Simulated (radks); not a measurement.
**Ba²⁺ in [Kr] 4d9.5 5s2 5p6 6s0.5: an all-electron calculation**

Aim: the levels, the sizes of the orbitals and the parts of the energy of the barium ion Ba2+.

The numbers are computed with radks (a radial shooting solver on a logarithmic mesh, Libxc functionals) version 1 (Dirac Kohn-Sham, LDA (Slater exchange, Perdew-Wang correlation), spin-unpolarised, spherical densities, point nucleus; open shells fill j = l - 1/2 first), except any that are marked as measured or tabulated.

## Step 1: What is computed

- element: barium (Z = 56)
- charge: +2
- electrons: 54
- configuration: [Kr] 4d9.5 5s2 5p6 6s0.5

## Step 2: The calculation

Settings of this run:

```text
Z 56
configuration [Kr] 4d9.5 5s2 5p6 6s0.5 5d0 6p0 7s0
relativity Dirac
functional lda,pw
spin unpolarised
j_filling energy
nucleus point
c 137.035999084
```

On the command line:

```sh
$ python run_ks.py task.json out
```

All runs below come from this command, one after another.

What does the calculation give?

As calculated:

```
                        quantity                   value
                    total energy      -8130.8136 hartree
exchange-correlation share of it                  2.35 %
                            −T/E                  1.0674
          highest occupied level       6s1/2, -13.728 eV
    most extended occupied level  6s1/2, <r> = 3.80 bohr
 radius at density 0.001 e/bohr³               4.12 bohr
    maxima of the radial density                       4
```

**Reading.** 6 principal shells are occupied and 4 maxima appear in the radial density; where shells overlap, one shows as a shoulder or not at all. Relativity lifts −T/E to 1.067. This is not the tabulated ground configuration, so its levels and sizes aren't those of the ground state, and no measured value stands beside it.
